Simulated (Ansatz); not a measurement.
# C₃H₈OSSn: up Jacob's ladder to CCSD(T)

An exercise on one series of results from a longer session: the logs are not shown, and one member is left open.

Method: functionals in def2-TZVPP, the program's frozen cores in correlated methods; program: Ansatz 0.2.0, Gaussian basis.

Levels to be run: PBE-D4, r2SCAN-D4, PBE0-D4, B3LYP-D4, ωB97X-V, ωB97M-V, B2PLYP; CCSD(T)/def2-TZVPP; MP2/def2-QZVPP; extrapolation to the limit.

### Structure used throughout

The geometry comes from an earlier relaxation with PBE0-D4 in a triple-zeta def2 set; it is a stationary point, not always the lowest conformer. Sn takes the def2 core potential; no spin-orbit term is included.

SMILES `CC(C)[O][Sn][SH]`, 14 atoms, charge 0, spin multiplicity 1.

Atoms are counted from 1 here; the program's logs count them from 0.

Bond lengths: C1–C2 1.517 Å, C1–H7 1.092 Å, C1–H8 1.093 Å, C1–H9 1.093 Å, C2–C3 1.517 Å, C2–O4 1.413 Å, C2–H10 1.099 Å, C3–H11 1.092 Å, C3–H12 1.093 Å, C3–H13 1.093 Å, O4–Sn5 1.963 Å, Sn5–S6 2.458 Å, S6–H14 1.344 Å. Angles: C2–C1–H7 110.2°, C2–C1–H8 111.1°, C2–C1–H9 110.7°, H7–C1–H8 108.5°, H7–C1–H9 108.3°, H8–C1–H9 108.0°, C1–C2–C3 112.5°, C1–C2–O4 111.3°, C1–C2–H10 108.0°, C3–C2–O4 111.3°, C3–C2–H10 108.0°, O4–C2–H10 105.4°, C2–C3–H11 110.2°, C2–C3–H12 110.6°, C2–C3–H13 111.1°, H11–C3–H12 108.3°, H11–C3–H13 108.5°, H12–C3–H13 108.0° and more.

Coordinates:

```
C    -0.1174   -0.9177   -1.2035
C    -0.4645    0.4911   -0.7594
C    -1.3499    0.5092    0.4727
O     0.6986    1.2694   -0.5668
Sn    2.2759    1.2557    0.6018
S     1.8260   -0.7355    1.9705
H     0.5174   -0.8883   -2.0915
H     0.4134   -1.4594   -0.4160
H    -1.0229   -1.4789   -1.4479
H    -1.0112    0.9801   -1.5778
H    -1.5786    1.5381    0.7583
H    -2.2917   -0.0100    0.2782
H    -0.8603    0.0161    1.3167
H     2.9651   -0.5699    2.6648
```

Set-up of the first run:

Input file in.yaml:

```yaml
crystal:
  periodic: [false, false, false]
  atoms:
    - {symbol: C, position_ang: [-0.117441, -0.917749, -1.203504]}
    - {symbol: C, position_ang: [-0.464472, 0.491089, -0.759445]}
    - {symbol: C, position_ang: [-1.349874, 0.509248, 0.472677]}
    - {symbol: O, position_ang: [0.698582, 1.269434, -0.566844]}
    - {symbol: Sn, position_ang: [2.275851, 1.255728, 0.601759]}
    - {symbol: S, position_ang: [1.826037, -0.735547, 1.970543]}
    - {symbol: H, position_ang: [0.517406, -0.888259, -2.091515]}
    - {symbol: H, position_ang: [0.413440, -1.459382, -0.415989]}
    - {symbol: H, position_ang: [-1.022914, -1.478879, -1.447919]}
    - {symbol: H, position_ang: [-1.011182, 0.980067, -1.577777]}
    - {symbol: H, position_ang: [-1.578629, 1.538080, 0.758350]}
    - {symbol: H, position_ang: [-2.291694, -0.010025, 0.278160]}
    - {symbol: H, position_ang: [-0.860254, 0.016069, 1.316718]}
    - {symbol: H, position_ang: [2.965145, -0.569873, 2.664784]}
basis:
  gaussian: {orbitals: def2-TZVPP}
hamiltonian: {xc: pbe, dispersion: d4}
output: {forces: true, orbitals: {seedname: orbitals}}
```

Command:

```sh
$ ansatz run in.yaml --threads 2 --pin off --events-out ev --progress --plain --max-ram 22528MiB --backend cuda --devices 0, --max-vram 18GiB
```

Among the steps run: PBE-D4 (GGA); r2SCAN-D4 (meta-GGA); PBE0-D4 (hybrid); B3LYP-D4 (hybrid); ωB97X-V (range-separated); ωB97M-V (range-separated); B2PLYP (double hybrid); CCSD(T) in def2-TZVPP; MP2 in def2-QZVPP.

One of the session's tables, all rows but one given; the rest of the session is left out.

| method | atomisation energy (eV) |
| --- | --- |
| PBE-D4 | 55.022 |
| r2SCAN-D4 | ? |
| PBE0-D4 | 53.957 |
| B3LYP-D4 | 53.859 |
| ωB97X-V | 53.967 |
| ωB97M-V | 53.913 |
| B2PLYP | 53.167 |
| HF/def2-TZVPP | 38.694 |
| MP2/def2-TZVPP | 53.195 |
| CCSD/def2-TZVPP | 51.589 |
| CCSD(T)/def2-TZVPP | 52.479 |
| MP2/CBS | 54.719 |
| CCSD(T)/CBS | 54.002 |

Q: Estimate the row for r2SCAN-D4 from the others.

**Answer.** atomisation energy (eV): 53.996. In the column «atomisation energy (eV)» it lies between ωB97X-V (53.967) and CCSD(T)/CBS (54.002).
